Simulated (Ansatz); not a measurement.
# C3H4BNS: one species, many methods

One table from this session's results is given with a row withheld; the runs are named, their logs left out.

Method: functionals in def2-TZVPP, the program's frozen cores in correlated methods; program: Ansatz 0.2.0, Gaussian basis.

Plan: LDA (SPW92), PBE-D4, revPBE-D4, BLYP-D4, r2SCAN-D4, B97M-V, PBE0-D4, B3LYP-D4, r2SCANh-D4, r2SCAN0-D4, HSE06-D4, BHLYP-D4, CAM-B3LYP-D4, LC-ωPBE, ωB97X-V, ωB97M-V, B2PLYP, PBE-QIDH; CCSD(T)/def2-SVP; CCSD(T)/def2-TZVPP; MP2/def2-QZVPP; extrapolation to the limit; RPA on PBE.

## The relaxed structure

An earlier PBE0-D4 in a triple-zeta def2 set relaxation fixed the geometry.

SMILES `CB1N=C=CS1`, 10 atoms, charge 0, spin multiplicity 1.

Atoms are counted from 1 here; the program's logs count them from 0.

Bond lengths: C1–B2 1.559 Å, C1–H7 1.094 Å, C1–H8 1.094 Å, C1–H9 1.092 Å, B2–N3 1.470 Å, B2–S6 1.864 Å, N3–C4 1.233 Å, C4–C5 1.312 Å, C5–S6 1.789 Å, C5–H10 1.071 Å. Angles: B2–C1–H7 110.6°, B2–C1–H8 110.6°, B2–C1–H9 112.2°, H7–C1–H8 106.9°, H7–C1–H9 108.2°, H8–C1–H9 108.2°, C1–B2–N3 124.9°, C1–B2–S6 123.4°, N3–B2–S6 111.7°, B2–N3–C4 92.5°, N3–C4–C5 152.3°, C4–C5–S6 92.7°, C4–C5–H10 138.2°, S6–C5–H10 129.1°, B2–S6–C5 90.9°.

Set-up of the first run:

in.yaml reads:

```yaml
crystal:
  periodic: [false, false, false]
  atoms:
    - {symbol: C, position_ang: [-0.954030, -1.145658, 1.015889]}
    - {symbol: B, position_ang: [-0.094336, -0.248012, 0.075540]}
    - {symbol: N, position_ang: [0.658059, -0.730225, -1.092232]}
    - {symbol: C, position_ang: [1.073981, 0.399542, -1.357879]}
    - {symbol: C, position_ang: [1.161747, 1.688222, -1.128214]}
    - {symbol: S, position_ang: [0.099587, 1.590761, 0.308572]}
    - {symbol: H, position_ang: [-0.338124, -1.927477, 1.469477]}
    - {symbol: H, position_ang: [-1.742150, -1.650728, 0.450126]}
    - {symbol: H, position_ang: [-1.423323, -0.571869, 1.818082]}
    - {symbol: H, position_ang: [1.641689, 2.544343, -1.556563]}
basis:
  gaussian: {orbitals: def2-TZVPP}
hamiltonian: {xc: lda}
output: {orbitals: {seedname: orbitals}}
```

Steps of the session up to this table: LDA; PBE-D4 (GGA); revPBE-D4 (GGA); BLYP-D4 (GGA); r2SCAN-D4 (meta-GGA); B97M-V (meta-GGA); PBE0-D4 (hybrid); B3LYP-D4 (hybrid); r2SCANh-D4 (hybrid); r2SCAN0-D4 (hybrid); HSE06-D4 (hybrid); BHLYP-D4 (hybrid); CAM-B3LYP-D4 (range-separated); LC-ωPBE (range-separated); ωB97X-V (range-separated); ωB97M-V (range-separated); B2PLYP (double hybrid); PBE-QIDH (double hybrid).

One table of the session follows, with a row left open; its other results are not shown here.

It belongs to the step «Frontier levels by functional». 

```
  functional  HOMO (eV)  LUMO (eV)  gap (eV)
 LDA (SPW92)      -5.59      -3.65      1.94
      PBE-D4      -5.40      -3.41      1.99
   revPBE-D4          ?          ?         ?
     BLYP-D4      -5.25      -3.27      1.97
   r2SCAN-D4      -5.55      -3.22      2.34
      B97M-V      -5.54      -3.07      2.47
     PBE0-D4      -6.45      -2.41      4.03
    B3LYP-D4      -6.24      -2.65      3.60
  r2SCANh-D4      -5.95      -2.85      3.10
  r2SCAN0-D4      -6.55      -2.30      4.25
    HSE06-D4      -6.05      -2.80      3.25
    BHLYP-D4      -7.34      -1.28      6.06
CAM-B3LYP-D4      -7.70      -1.26      6.45
     LC-ωPBE      -9.01      -0.05      8.96
     ωB97X-V      -8.65      -0.14      8.51
     ωB97M-V      -8.55      -0.23      8.32
```

Q: Estimate the row for revPBE-D4 from the others.

As computed: HOMO (eV): -5.34; LUMO (eV): -3.32; gap (eV): 2.02. In the column «HOMO (eV)» it lies between PBE-D4 (-5.40) and BLYP-D4 (-5.25).
